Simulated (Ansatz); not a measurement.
# Pt: the cost of one run

Method: DFT PBEsol, scalar-relativistic, plane waves, PAW, in Ansatz 0.2.0.

2 further runs of the same task are left out: 2 set aside as unsound or not needed. Runs told in other sessions of the task aren't counted.

### 1 The structure to begin with

It takes space group Fm-3m (No. 225, cubic). The conventional cell has a = 3.918 Å, b = 3.918 Å, c = 3.918 Å, α = 90.00°, β = 90.00°, γ = 90.00°. Around Pt (site symmetry m-3m) lie 12 Pt at 2.77 Å.

Coordinates:

```xyz
1
Lattice="0.0000 1.9590 1.9590 1.9590 0.0000 1.9590 1.9590 1.9590 0.0000" Properties=species:S:1:pos:R:3 pbc="T T T"
Pt    0.0000    0.0000    0.0000
```

It is the result of an earlier relaxation at this level (volume 15.04 Å³/atom; gap on the mesh: none (metal)).

### 2 Next: the flat slab

A (001) slab of 4 planes in a 6×1 cell, the lower planes held; added atoms sit on lattice sites of the next plane. Energies count from bulk atoms, -12383.8186 eV an atom.

The cell holds 24 Pt: a = 16.623 Å, b = 2.771 Å, c = 19.836 Å, α = 90.00°, β = 90.00°, γ = 90.00°.

### 3 Relaxing it

input.yaml

```yaml
crystal:
  lattice:
    - [16.6230058563, 0.0, 0.0]
    - [0.0, 2.7705009761, 0.0]
    - [0.0, 0.0, 19.8361601098]
  atoms:
    - { symbol: Pt, position: [0.0, 0.0, 0.0756194743] }
    - { symbol: Pt, position: [0.0833333333, 0.5, 0.1743805257] }
    - { symbol: Pt, position: [0.1666666667, 1.0, 0.0756194743] }
    - { symbol: Pt, position: [0.25, 0.5, 0.1743805257] }
    - { symbol: Pt, position: [0.3333333333, 1.0, 0.0756194743] }
    - { symbol: Pt, position: [0.4166666667, 0.5, 0.1743805257] }
    - { symbol: Pt, position: [0.5, 0.0, 0.0756194743] }
    - { symbol: Pt, position: [0.5833333333, 0.5, 0.1743805257] }
    - { symbol: Pt, position: [0.6666666667, 1.0, 0.0756194743] }
    - { symbol: Pt, position: [0.75, 0.5, 0.1743805257] }
    - { symbol: Pt, position: [0.8333333333, 1.0, 0.0756194743] }
    - { symbol: Pt, position: [0.9166666667, 0.5, 0.1743805257] }
    - { symbol: Pt, position: [0.0, 0.0, 0.273141577] }
    - { symbol: Pt, position: [0.0833333333, 0.5, 0.3719026284] }
    - { symbol: Pt, position: [0.1666666667, 1.0, 0.273141577] }
    - { symbol: Pt, position: [0.25, 0.5, 0.3719026284] }
    - { symbol: Pt, position: [0.3333333333, 1.0, 0.273141577] }
    - { symbol: Pt, position: [0.4166666667, 0.5, 0.3719026284] }
    - { symbol: Pt, position: [0.5, 0.0, 0.273141577] }
    - { symbol: Pt, position: [0.5833333333, 0.5, 0.3719026284] }
    - { symbol: Pt, position: [0.6666666667, 1.0, 0.273141577] }
    - { symbol: Pt, position: [0.75, 0.5, 0.3719026284] }
    - { symbol: Pt, position: [0.8333333333, 1.0, 0.273141577] }
    - { symbol: Pt, position: [0.9166666667, 0.5, 0.3719026284] }
basis:
  ecutwfc: 420
kpoints:
  mp_grid: { grid: [2, 12, 1] }
hamiltonian:
  xc: pbesol
scf:
  occupations: { method: gaussian, width: 0.1 }
output:
  forces: true
  eigenvalues: true
  populations: true
  write_density: true
  write_potential: true
  elf: true
  volumetric_format: npy
relax:
  adjacent_minimum: "off"
  f_tol: 0.02
  max_steps: 45
  constraints: [{ sites: [0, 1, 2, 3, 4, 5, 6, 7, 8, 9, 10, 11] }]
efield:
  axis: 3
  dipole_correction: true
  ramp_width: 0.04
```

Started as:

```
ansatz run input.yaml --threads 4 --pin off --max-ram 11264MiB --backend cpu --events-out ev --progress --plain --runs-dir out
```

What time and memory should one allow on 4 threads of Intel Xeon 6975P-C (Granite Rapids), shared host?

About 4.2 min, with a peak of 5.3 GiB.
